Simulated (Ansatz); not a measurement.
**GeNH (singlet): from Hartree-Fock to the top rungs, cc-pVTZ**

One table from this session's results is given with a row withheld; the runs are named, their logs left out.

Method: cc-pVTZ, core rule «outside noble gas», up to 15 orbitals frozen; program: Ansatz 0.2.0, Gaussian basis.

To be run: UHF; CCSD(T) on RHF; CCSD(T) on UHF; BCCD(T) on RHF; CCSDT(Q) on RHF; CASSCF and NEVPT2, 10 electrons in 9 orbitals.

10 further runs of the same task are left out: 6 that didn't finish, 4 set aside as unsound or not needed.

## What is computed

The geometry is a PBE0/def2-TZVP stationary point (not a proven minimum). No spin-orbit coupling is included. The filled d shell of Ge may be among the frozen orbitals whatever the setting's name suggests; the logs give the count.

3 atoms, charge 0, spin multiplicity 1.

Atoms are counted from 1 here; the program's logs count them from 0.

Bond lengths: Ge1–N2 1.644 Å, N2–H3 1.003 Å. Angles: Ge1–N2–H3 180.0°.

As a file:

```
Ge    0.00000    0.00000    1.43050
N     0.00000    0.00000   -0.21391
H     0.00000    0.00000   -1.21659
```

The first run:

Input file in.yaml:

```yaml
crystal:
  periodic: [false, false, false]
  atoms:
    - {symbol: Ge, position_ang: [0.000000, 0.000000, 1.430501]}
    - {symbol: N, position_ang: [0.000000, 0.000000, -0.213910]}
    - {symbol: H, position_ang: [0.000000, 0.000000, -1.216591]}
basis:
  gaussian: {orbitals: cc-pVTZ}
magnetization: {spin_polarized: true, initial_magnetization: 0}
hamiltonian: {xc: hf}
output: {orbitals: {seedname: orbitals}}
```

Launch:

```
> ansatz run in.yaml --threads 1 --pin off --events-out ev --progress --plain --max-ram 2393MiB
```

Among the steps run: UHF; CCSD(T) on RHF; CCSD(T) on UHF; BCCD(T) on RHF; CCSDT(Q) on RHF; CASSCF and NEVPT2, 10 electrons in 9 orbitals.

One of the session's tables, all rows but one given; the rest of the session is left out.

| method | from RCCSDT(Q) (kJ/mol) |
| --- | --- |
| RHF | +882.7 |
| UHF | +882.7 |
| RMP2 | +64.2 |
| RCCSD | +54.1 |
| RCCSD(T) | ? |
| BCCD(T) | +5.5 |
| RCCSDT | +5.2 |
| RCCSDT(Q) | 0 |
| CASSCF valence | +510.6 |
| NEVPT2 valence | +119.6 |

Estimate the missing values for RCCSD(T).

**Answer.** from RCCSDT(Q) (kJ/mol): +5.6. In the column «from RCCSDT(Q) (kJ/mol)» it lies between BCCD(T) (+5.5) and RCCSD (+54.1).

With the free atoms at the same levels and basis (separate runs), the atomisation energy is 8.719 eV at RCCSDT(Q), 8.686 eV at RCCSD(T), 4.517 eV at RHF.
